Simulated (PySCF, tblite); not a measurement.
# C9H7O2P: geometry, infrared bands and NMR shifts

What infrared bands and NMR shifts should C9H7O2P (`C#Cc1ccpc(C(=O)OC)c1`) show?

The runs use tblite 0.8.0 and PySCF 2.14.0, with density-fitted response routines of our own; the level of theory stands in each step. All values are computed, except where a source is named. Atoms are numbered from 0 throughout.

**1. The starting structure**

19 atoms, charge 0, multiplicity 1; geometry from: force field or distance geometry start.

Bonds of the start (Å): C0–C1 1.22, C1–C2 1.42, C2–C3 1.42, C3–C4 1.38, C4–P5 1.83, P5–C6 1.85, C6–C7 1.49, C7–O8 1.23, C7–O9 1.36, O9–C10 1.43, C6–C11 1.41, C11–C2 1.42, C0–H12 1.06, C3–H13 1.09, C4–H14 1.10, C10–H15 1.09, C10–H16 1.10, C10–H17 1.09, C11–H18 1.09.

**2. Optimising the geometry with GFN2-xTB**

The job: settings as JSON, then the geometry in Å.

```
{"job": {"kind": "relax", "xc": "GFN2-xTB", "basis": "xTB"}, "charge": 0, "multiplicity": 1}
C      4.240700    -0.888600     0.949000
C      3.230400    -0.383700     0.491900
C      2.052000     0.201200    -0.029500
C      2.177500     1.287200    -0.934600
C      1.117300     1.951800    -1.516200
P     -0.647200     1.541400    -1.240400
C     -0.467100     0.133300    -0.056700
C     -1.649200    -0.577500     0.507300
O     -1.565600    -1.520200     1.287600
O     -2.818900    -0.062700     0.034500
C     -3.994600    -0.702600     0.523700
C      0.795000    -0.325400     0.368200
H      5.109400    -1.327900     1.359300
H      3.190800     1.617400    -1.178200
H      1.320700     2.784800    -2.201800
H     -4.010600    -1.753700     0.243400
H     -4.052200    -0.597100     1.616800
H     -4.860300    -0.209700     0.082100
H      0.822200    -1.158700     1.074500
```

The run is started by

```sh
$ OMP_NUM_THREADS=1 python probes_run.py task.json out
```

One launch serves the whole session: the jobs run in the order shown.

**Question.** This job is followed by: GFN2-xTB harmonic vibrations, gas phase; GIAO PBE0/pcSseg-1 NMR shielding, non-relativistic, gas phase. What will the session give for the following? strongest single infrared mode (GFN2-xTB); zero-point energy (GFN2-xTB); 13C shifts against TMS (PBE0/pcSseg-1); 1H shifts against TMS (PBE0/pcSseg-1, means over atoms taken as alike); 31P shifts against H3PO4 (PBE0/pcSseg-1); 17O shifts against H2O (PBE0/pcSseg-1); surface potential, 1st and 99th percentile.

As calculated:

```
                                                              quantity                                                           value
                             strongest single infrared mode (GFN2-xTB)                                           1756 cm⁻¹, 435 km/mol
                                          zero-point energy (GFN2-xTB)                                                   82.0 kcal/mol
                                13C shifts against TMS (PBE0/pcSseg-1)  173.0, 166.8, 166.0, 146.7, 145.9, 127.5, 91.8, 89.8, 53.5 ppm
1H shifts against TMS (PBE0/pcSseg-1, means over atoms taken as alike)                                9.26, 9.16, 8.39, 4.15, 3.11 ppm
                              31P shifts against H3PO4 (PBE0/pcSseg-1)                                                       263.4 ppm
                                17O shifts against H2O (PBE0/pcSseg-1)                                                409.1, 185.1 ppm
                                 surface potential, 1st and 99th percentile                                              -1.50 V and 1.41 V
```

In words: Relaxing lowered the energy by 0.436 eV in 54 steps; the close pair that moved most is P5–C6, from 1.848 to 1.748 Å. No mode is imaginary among the 51: a minimum at this level. The strongest single mode, at 1756 cm⁻¹, moves mainly C7 and O8. GFN2-xTB is a fitted tight-binding method: band positions and strengths are rough. Its intensities can rank the bands wrongly. C7 (ester carbonyl carbon) lies farthest downfield among carbon, at 173.0 ppm; it is a carbonyl in resonance with an O or N lone pair, the region of acids, esters and amides. At PBE0/pcSseg-1: The largest span, 835 ppm, is at P5, where the paramagnetic term is -913 ppm. NICS(1)zz of -24 ppm above the planar ring from C2 marks a diatropic (aromatic) ring current. At PBE0/pcSseg-1, counted by nearest atom on the grid, the HOMO lies on P5 25 %; C0 20 %, the LUMO on P5 36 %; C2, C6 about 12 % each.
